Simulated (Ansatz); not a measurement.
A nudged elastic band was laid between two geometries of a periodic cell of 23 atoms, Si8O15 (host SiO2, host structure P4_2/mnm, one O atom removed).

Computed with DFT r2SCAN, scalar-relativistic, plane waves, PAW (Ansatz). Settings: PAW set soft_1, cutoff 500 eV, k mesh 2x2x2, fermi-dirac smearing 0.05 eV, no spin polarisation.

```json
{
  "movable images": "3",
  "climbing image": "yes",
  "spring": "5.0 eV/Å²",
  "optimiser": "quadratic models (default)",
  "start path": "straight line",
  "force threshold": "0.05 eV/Å",
  "iteration limit": "80",
  "end points": "relaxed"
}
```

Image 0:

```xyz
23
Lattice="-4.1337 -4.1337 0.0000 4.1337 -4.1337 0.0000 0.0000 0.0000 5.3034" Properties=species:S:1:pos:R:3
Si -0.020 -4.107 0.051
Si 2.066 -2.059 1.330
O 1.253 -2.859 0.015
O 0.807 -0.801 1.330
O -1.268 -5.380 0.015
O 3.329 -3.323 1.330
Si -0.020 -4.107 2.609
Si 2.060 -2.053 3.982
O 1.253 -2.859 2.646
O 0.807 -0.800 3.982
O -1.268 -5.380 2.646
O 3.328 -3.321 3.982
Si 0.005 0.002 0.009
Si -2.036 -2.091 1.330
O -2.847 -2.892 0.013
O 0.831 -4.957 1.330
O -1.235 -1.280 0.013
Si 0.005 0.002 2.652
Si -2.068 -2.059 3.982
O -2.847 -2.892 2.647
O 0.806 -4.933 3.982
O -1.235 -1.280 2.647
O -0.811 -3.316 3.982
```

Image 4:

Only the atoms that move by more than 0.05 Å are listed.
```
Si1 0.024 -4.158 0.047
Si7 0.024 -4.158 2.605
Si14 -2.090 -2.043 1.326
O15 -2.895 -2.851 0.009
O16 -0.828 -3.306 1.326
O17 -1.282 -1.239 0.009
O20 -2.895 -2.851 2.643
O22 -1.282 -1.239 2.643
```

(1) What changes between the two ends?

(2) What energy profile does the band end with?

(3) What is the geometry of the highest image?

## Answers

(1) The atom that moves furthest is O16, by 2.34 Å; four of its nearest neighbours are Si1 1.76, Si7 1.76, Si14 1.79, O22 2.49 Å at the first end and Si1 1.76, Si7 1.76, Si14 1.79, O15 2.49 Å at the last.

(2) The forces met the threshold. The highest image is number 2 of 0 to 4, 6.28 eV above the ends, which have the same energy within 2 meV. Neighbouring images differ by up to 4.7 eV, so the band resolves the path poorly. By the program's own check the climbing image is of a kind that is not told: the force calls were inconclusive, a negative curvature could not be distinguished from the path's own, the only one lies far off the path, or fixed occupations may fill a level only in part (lowest curvatures found: -36.37 and 2.36 eV/Å²). Limits of this set-up: coarse k mesh, no spin, though dangling bonds at a vacancy may carry it, a small cell, in which the defect meets its images.

```tsv
image	path coordinate (Å)	energy (eV)
0	0.00	0.00
1	0.59	2.02
2	1.19	6.28
3	2.01	1.53
4	2.83	0.00
```

(3) 
```xyz
23
Lattice="-4.1337 -4.1337 0.0000 4.1337 -4.1337 0.0000 0.0000 0.0000 5.3034" Properties=species:S:1:pos:R:3:forces:R:3
Si -0.171 -3.959 -0.139 0.00 0.00 0.00
Si 2.062 -2.059 1.316 0.00 0.00 0.00
O 1.229 -2.826 -0.044 0.00 0.00 0.00
O 0.809 -0.806 1.341 0.00 0.00 0.00
O -1.305 -5.360 -0.044 0.00 0.00 0.00
O 3.326 -3.323 1.318 0.00 0.00 0.00
Si 0.135 -4.265 2.790 0.01 -0.01 0.01
Si 2.060 -2.057 3.972 0.00 0.00 0.00
O 1.282 -2.888 2.679 0.00 0.00 0.00
O 0.804 -0.801 3.973 0.00 0.00 0.00
O -1.242 -5.412 2.679 0.00 0.00 0.00
O 3.329 -3.326 3.992 0.00 0.00 0.00
Si 0.009 -0.005 0.000 0.00 0.00 0.00
Si -2.235 -1.895 1.368 -0.01 0.01 0.01
O -2.847 -2.900 0.000 0.00 0.00 0.00
O 0.151 -4.281 1.286 -0.01 0.01 -0.02
O -1.230 -1.284 0.000 0.00 0.00 0.00
Si 0.003 0.001 2.665 0.00 0.00 0.00
Si -2.061 -2.069 3.994 0.00 0.00 0.00
O -2.850 -2.916 2.689 0.00 0.00 0.00
O 0.821 -4.952 4.102 0.00 0.00 0.00
O -1.215 -1.281 2.689 0.00 0.00 0.00
O -0.820 -3.310 3.829 0.00 0.00 0.00
```

The run took 46 min on 2 threads of Arm Neoverse V1 (shared host), peak memory 1.4 GiB.
